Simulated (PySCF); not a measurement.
# ZrN₂: structure of the singlet

The task is one start of a wider search on ZrN₂: the singlet, from a bent start. It is relaxed, tested by its Hessian and followed downhill if it is a saddle.

Method: PBE0, basis Zr def2-TZVP with ECP28, N def2-TZVP, scalar-relativistic core potentials, no spin–orbit coupling, density fitting; program: PySCF 2.14.0.

## 1. Where the work starts

3 atoms, charge 0, spin multiplicity 1.

Bond lengths: Zr1–N2 1.870 Å, Zr1–N3 1.870 Å. Angles: N2–Zr1–N3 110.0°.

```xyz
3
charge 0 multiplicity 1
Zr    0.0000    0.0000    0.0000
N     1.5318    0.0000    1.0726
N    -1.5318    0.0000    1.0726
```

## 2. The SCF at the typed geometry

The steps below are one call of a driver around PySCF. For each, scf.py gives the equivalent set-up of the SCF; relaxations use the driver's own optimiser. After this first run the driver tries any further starts and a stability analysis.

Contents of scf.py:

```python
from pyscf import gto, scf, dft
mol = gto.M(atom='''
Zr     0.000000     0.000000     0.000000
N      1.531800     0.000000     1.072600
N     -1.531800     0.000000     1.072600''',
    basis={'Zr': 'def2-TZVP', 'N': 'def2-TZVP'},
    ecp={'Zr': 'def2-TZVP'},
    charge=0, spin=0)
mf = dft.RKS(mol, xc='PBE0')
mf.grids.atom_grid = (50, 194)
aux = {'Zr': 'def2-universal-JKFIT', 'N': 'def2-universal-JKFIT'}
mf = mf.density_fit(auxbasis=aux)
mf.conv_tol = 1e-08
mf.diis_space = 10
mf.max_cycle = 60
mf.init_guess = 'minao'
mf.verbose = 4
mf.kernel()
```

Command:

```bash
> OMP_NUM_THREADS=2 python axn.py task.json out
```

Standard output:

```text
init E= -150.706602923766
  HOMO = -0.520494619673348  LUMO = -0.458575048258739  gap/eV = 1.68492
cycle= 1 E= -155.1991043375  delta_E= -4.49  |g|= 2.26  |ddm|= 4.91
  HOMO = -0.24467646944116  LUMO = -0.198693138920239  gap/eV = 1.25127
cycle= 2 E= -153.252764805658  delta_E= 1.95  |g|= 3.42  |ddm|= 3.21
  HOMO = -0.140333520198833  LUMO = -0.0706483803509886  gap/eV = 1.89623
cycle= 3 E= -156.186196927293  delta_E= -2.93  |g|= 0.529  |ddm|= 2.27
  HOMO = -0.30187117383564  LUMO = -0.212285480813071  gap/eV = 2.43775
cycle= 4 E= -156.215913920334  delta_E= -0.0297  |g|= 0.422  |ddm|= 0.708
  HOMO = -0.246965982645348  LUMO = -0.150734990983171  gap/eV = 2.61858
cycle= 5 E= -156.256275235118  delta_E= -0.0404  |g|= 0.0278  |ddm|= 0.274
  HOMO = -0.244165261480031  LUMO = -0.147304224134354  gap/eV = 2.63572
cycle= 6 E= -156.256517158545  delta_E= -0.000242  |g|= 0.00893  |ddm|= 0.0311
  HOMO = -0.243724636588631  LUMO = -0.146602727327522  gap/eV = 2.64282
cycle= 7 E= -156.25657730052  delta_E= -6.01e-05  |g|= 0.00315  |ddm|= 0.0167
  HOMO = -0.243649756727759  LUMO = -0.146457307908168  gap/eV = 2.64474
cycle= 8 E= -156.256592131719  delta_E= -1.48e-05  |g|= 0.00132  |ddm|= 0.00975
  HOMO = -0.243689095513564  LUMO = -0.146518512011919  gap/eV = 2.64415
cycle= 9 E= -156.256595182811  delta_E= -3.05e-06  |g|= 0.000374  |ddm|= 0.00571
  HOMO = -0.243655558988313  LUMO = -0.146508377783924  gap/eV = 2.64351
cycle= 10 E= -156.256595299699  delta_E= -1.17e-07  |g|= 8.66e-05  |ddm|= 0.00114
  HOMO = -0.243649014648699  LUMO = -0.14650658219904  gap/eV = 2.64338
cycle= 11 E= -156.256595302726  delta_E= -3.03e-09  |g|= 1.17e-05  |ddm|= 0.000131
  HOMO = -0.243649268147426  LUMO = -0.146506288779781  gap/eV = 2.64340
Extra cycle  E= -156.256595302611  delta_E= 1.14e-10  |g|= 2.76e-05  |ddm|= 2.69e-05
converged SCF energy = -156.256595302611
```

This step, with its further starts and checks, ran for 8.4 s (2 threads of Arm Neoverse V1, shared host).

Energies from each starting density:

| start | energy (Eh) |
| --- | --- |
| the minimal-basis guess | -156.256595 |
| a thermally smeared density | -156.256595 |
| a smeared PBE density | -156.256595 |

No lower closed-shell solution turned up from the other starts or in the test of internal stability.

## 3. Relaxation: bent start, singlet

The program finds C2v symmetry in the start, which this walk keeps. The walk stops when the largest gradient is under 0.0003 Eh/bohr and the energy has settled too.

Edit scf.py of step 2 so:

```diff
@@ -3,3 +3,3 @@
-Zr     0.000000     0.000000     0.000000
-N      1.531800     0.000000     1.072600
-N     -1.531800     0.000000     1.072600''',
+Zr     0.000000     0.000000    -0.254764
+N      1.531800     0.000000     0.817836
+N     -1.531800     0.000000     0.817836''',
@@ -16 +15,0 @@
-mf.init_guess = 'minao'
```

Steps of the walk:

| step | energy (Eh) | change (kJ/mol) | largest symmetric gradient (Eh/bohr) |
| --- | --- | --- | --- |
| 0 | -156.256595 | 0.00 | 0.03899 |
| 1 | -156.263045 | -16.93 | 0.00915 |
| 2 | -156.264547 | -20.88 | 0.01626 |
| 3 | -156.283421 | -70.43 | 0.05223 |
| 4 | -156.312328 | -146.33 | 0.03692 |
| 5 | -156.329096 | -190.35 | 0.01721 |
| 6 | -156.329702 | -191.94 | 0.02708 |
| 7 | -156.330108 | -193.01 | 0.02115 |
| 8 | -156.330667 | -194.48 | 0.00512 |
| 9 | -156.330774 | -194.76 | 0.00218 |
| 10 | -156.330793 | -194.81 | 0.00049 |
| 11 | -156.330794 | -194.81 | 0.00003 |

The walk took 26 s.

End point (C2v, 11 steps, 194.8 kJ/mol gained): N–N 1.363 Å, Zr–N 1.868 Å (×2); N–N–Zr 68.6° (×2), N–Zr–N 42.8°.

## 4. Is it a minimum? Harmonic modes

The point is checked on the finer grid, and tightened if its gradient asks for it. The Hessian and the dipole derivatives come from central differences of analytic gradients, with steps of 0.02 bohr.

Edit scf.py of step 3 so:

```diff
@@ -3,3 +3,3 @@
-Zr     0.000000     0.000000    -0.254764
-N      1.531800     0.000000     0.817836
-N     -1.531800     0.000000     0.817836''',
+Zr     0.000000     0.000000    -0.413241
+N      0.681691     0.000000     1.326343
+N     -0.681691     0.000000     1.326343''',
@@ -10 +10 @@
-mf.grids.atom_grid = (50, 194)
+mf.grids.atom_grid = (75, 302)
@@ -13 +13 @@
-mf.conv_tol = 1e-08
+mf.conv_tol = 1e-10
```

The driver hands on the density of the step before, so the log starts near convergence.

Log of the central SCF (cycles and frontier levels):

```text
init E= -156.330756159336
  HOMO = -0.149399623157439  LUMO = -0.0939008508190415  gap/eV = 1.51020
cycle= 1 E= -156.330756159287  delta_E= 4.91e-11  |g|= 1.56e-05  |ddm|= 1.14e-05
  HOMO = -0.149399769354222  LUMO = -0.0938997780333199  gap/eV = 1.51023
cycle= 2 E= -156.330756158603  delta_E= 6.84e-10  |g|= 5.6e-05  |ddm|= 4.11e-05
  HOMO = -0.14939962472687  LUMO = -0.0939007567379253  gap/eV = 1.51020
cycle= 3 E= -156.330756159326  delta_E= -7.23e-10  |g|= 8.5e-06  |ddm|= 3.48e-05
  HOMO = -0.149399643464385  LUMO = -0.0939006546978636  gap/eV = 1.51020
cycle= 4 E= -156.330756159342  delta_E= -1.59e-11  |g|= 1.22e-07  |ddm|= 4.67e-06
  HOMO = -0.14939964829996  LUMO = -0.0939006417222217  gap/eV = 1.51020
Extra cycle  E= -156.330756159342  delta_E= -5.12e-13  |g|= 3.81e-07  |ddm|= 3.1e-07
converged SCF energy = -156.330756159342
```

The whole step took 26 s.

Geometry: C2v; N–N 1.363 Å, Zr–N 1.868 Å (×2); N–N–Zr 68.6° (×2), N–Zr–N 42.8°.

Modes, for the most abundant isotopes:

```json
{"symmetry": "a1", "ω (cm⁻¹)": "431", "IR (km/mol)": "14.9", "μ (u)": "16.43"}
{"symmetry": "b2", "ω (cm⁻¹)": "624", "IR (km/mol)": "4.0", "μ (u)": "14.49"}
{"symmetry": "a1", "ω (cm⁻¹)": "1137", "IR (km/mol)": "142", "μ (u)": "14.78"}
```

No imaginary mode, so this is a minimum.

Properties at this point:

- Dipole moment: 8.11 D
- Highest occupied level: -4.07 eV
- Lowest empty level: -2.56 eV
- Rotational constants: 1.295, 0.2609, 0.2171 cm⁻¹
- Zero-point energy: 13.1 kJ/mol
- Principal polarisabilities: 42.7, 66.6, 67.0 bohr³
- Atomisation energy without zero-point energy: 948 kJ/mol
- Principal traceless quadrupole moments about the centre of mass: -3.19, -2.65, 5.84 D Å
- Entropy at 298.15 K and 1 bar: 262.7 J/(mol K)
- Heat capacity Cp at 298.15 K: 44.3 J/(mol K)
- Enthalpy at 298.15 K above 0 K: 11.10 kJ/mol
- Rotational symmetry number: 2

Populations by atom (charges in e):

```json
{"atom": "Zr1", "Mulliken": "0.76", "Löwdin": "0.47", "polar tensor": "0.77", "Mayer order to Zr1": "–"}
{"atom": "N2,3", "Mulliken": "-0.38", "Löwdin": "-0.23", "polar tensor": "-0.39", "Mayer order to Zr1": "1.79"}
```

Outer orbital energies (eV). occupied: -32.99, -23.68, -14.87, -9.31, -8.86, -8.54, -5.05, -4.07; empty: -2.56, -1.03, -0.74, -0.52.

Mulliken populations on Zr1 (outside its core potential): s 2.18, p 6.08, d 2.92, f 0.05.

## 5. The broken-symmetry singlet

A stability analysis found the closed shell of the lowest minimum unstable towards spin polarisation, so the unrestricted solution is followed.

The program finds C2v symmetry in the start, which may break. Threshold on the gradient: 0.0003 Eh/bohr, with a further test on the energy change.

Edit scf.py of step 4 so:

```diff
@@ -3,3 +3,3 @@
-Zr     0.000000     0.000000    -0.413241
-N      0.681691     0.000000     1.326343
-N     -0.681691     0.000000     1.326343''',
+Zr     0.000000     0.000000    -0.413185
+N      0.681691     0.000000     1.326398
+N     -0.681691     0.000000     1.326398''',
@@ -9,2 +9,2 @@
-mf = dft.RKS(mol, xc='PBE0')
-mf.grids.atom_grid = (75, 302)
+mf = dft.UKS(mol, xc='PBE0')
+mf.grids.atom_grid = (50, 194)
@@ -13 +13 @@
-mf.conv_tol = 1e-10
+mf.conv_tol = 1e-08
```

The optimiser's trace:

| step | energy (Eh) | change (kJ/mol) | largest gradient (Eh/bohr) |
| --- | --- | --- | --- |
| 0 | -156.341603 | 0.00 | 0.05350 |
| 1 | -156.349242 | -20.05 | 0.04662 |
| 2 | -156.356583 | -39.33 | 0.06357 |
| 3 | -156.359449 | -46.85 | 0.01021 |
| 4 | -156.359922 | -48.10 | 0.00223 |
| 5 | -156.359947 | -48.16 | 0.00033 |
| 6 | -156.359947 | -48.16 | 0.00004 |

The walk took 23 s.

Geometry (Å) and forces (eV/Å) at some steps:

```
step 0
Zr   0.000   0.000  -0.413   0.000   0.000  -2.751
N    0.682   0.000   1.326  -1.411   0.000   1.375
N   -0.682   0.000   1.326   1.411   0.000   1.375
step 1
Zr   0.000   0.000  -0.448   0.000   0.000  -2.397
N    0.655   0.000   1.344  -1.489   0.000   1.199
N   -0.655   0.000   1.344   1.489   0.000   1.199
step 3
Zr   0.000   0.000  -0.533   0.000   0.000  -0.525
N    0.615   0.000   1.386  -0.443   0.000   0.263
N   -0.615   0.000   1.386   0.443   0.000   0.263
step 6
Zr   0.000   0.000  -0.557   0.000   0.000  -0.001
N    0.606   0.000   1.399   0.002   0.000   0.001
N   -0.606   0.000   1.399  -0.002   0.000   0.001
```

End point (C2v, 6 steps, 48.2 kJ/mol gained): N–N 1.213 Å, Zr–N 2.048 Å (×2); N–N–Zr 72.8° (×2), N–Zr–N 34.5°.

## 6. Hessian and properties

As before: finer grid, then central differences.

Edit scf.py of step 5 so:

```diff
@@ -3,3 +3,3 @@
-Zr     0.000000     0.000000    -0.413185
-N      0.681691     0.000000     1.326398
-N     -0.681691     0.000000     1.326398''',
+Zr     0.000000     0.000000    -0.464595
+N      0.606452     0.000000     1.491431
+N     -0.606452    -0.000000     1.491431''',
@@ -10 +10 @@
-mf.grids.atom_grid = (50, 194)
+mf.grids.atom_grid = (75, 302)
@@ -13 +13 @@
-mf.conv_tol = 1e-08
+mf.conv_tol = 1e-10
```

SCF at the final geometry:

```text
init E= -156.359941167719
[... the frontier-level lines of each cycle are left out ...]
cycle= 1 E= -156.359941167718  delta_E= 5.12e-13  |g|= 6.5e-06  |ddm|= 1.19e-05
Extra cycle  E= -156.359941167594  delta_E= 1.24e-10  |g|= 1.67e-05  |ddm|= 2.1e-05
converged SCF energy = -156.359941167594  <S^2> = 0.95222696  2S+1 = 2.1929222
```

The whole step ran for 44 s (2 threads of Arm Neoverse V1, shared host).

Geometry: C2v; N–N 1.213 Å, Zr–N 2.048 Å (×2); N–N–Zr 72.8° (×2), N–Zr–N 34.5°.

Modes, for the most abundant isotopes:

```
ω (cm⁻¹)  IR (km/mol)  μ (u)
     448         24.9  17.42
     580         17.9  14.32
    1619          414  14.07
```

All wavenumbers are real: a minimum.

Here the density breaks the symmetry of the frame, and no labels are given.

Constants and moments:

* Dipole moment: 4.24 D
* Highest occupied level: -5.01 eV
* Lowest empty level: -2.30 eV
* Rotational constants: 1.637, 0.2063, 0.1832 cm⁻¹
* Zero-point energy: 15.8 kJ/mol
* Principal polarisabilities: 97.8, 108.8, 118.0 bohr³
* Atomisation energy without zero-point energy: 1025 kJ/mol
* Principal traceless quadrupole moments about the centre of mass: -1.75, 0.52, 1.23 D Å
* Entropy at 298.15 K and 1 bar: 263.3 J/(mol K)
* Heat capacity Cp at 298.15 K: 43.7 J/(mol K)
* Enthalpy at 298.15 K above 0 K: 11.07 kJ/mol
* Rotational symmetry number: 2
* Spin squared ⟨S²⟩: 0.952

Populations by atom (charges in e):

```tsv
atom	Mulliken	Löwdin	polar tensor	spin (Mulliken)	Mayer order to Zr1
Zr1	0.47	0.27	0.26	0.00	–
N2,3	-0.24	-0.14	-0.13	0.00	1.07
```

Mulliken populations on Zr1 (outside its core potential): s 2.96, p 6.15, d 2.38, f 0.03.

## 7. The points found, side by side

| spin | group | bonds | imaginary modes (cm⁻¹) | ΔE (kJ/mol) | with zero-point energy |
| --- | --- | --- | --- | --- | --- |
| broken-symmetry (Ms = 0) | C2v (density of lower symmetry) | N–N 1.213 Å, Zr–N 2.048 Å (×2) | none | 0.0 | 0.0 |
| singlet | C2v | N–N 1.363 Å, Zr–N 1.868 Å (×2) | none | 76.6 | 73.9 |

## 8. Summary of results

| quantity | value |
| --- | --- |
| minimum | broken-symmetry (Ms = 0), C2v |
| geometry | N–N 1.213 Å, Zr–N 2.048 Å (×2); N–N–Zr 72.8° (×2), N–Zr–N 34.5° |
| wavenumbers (cm⁻¹) | 448, 580, 1619 |
| dipole moment | 4.24 D |
| highest occupied, lowest empty level (either spin) | -5.01, -2.30 eV |
| polar-tensor charge of Zr1 | +0.26 e |
| zero-point energy | 15.8 kJ/mol |
| entropy at 298.15 K | 263.3 J/(mol K) |
| atomisation energy (no zero-point energy) | 1025 kJ/mol |
| ⟨S²⟩ | 0.952 |

What this shows: The bent start keeps its C2v symmetry and ends in a minimum. The determinant is spin-contaminated (⟨S²⟩ = 0.95 against 0.00), so it is no pure spin state. In the infrared the band at 1619 cm⁻¹ leads. Only this shape and spin were tried, so other structures or states may lie lower. The SCF density has lower symmetry than the nuclear frame.

The search up to here took 2.2 min.
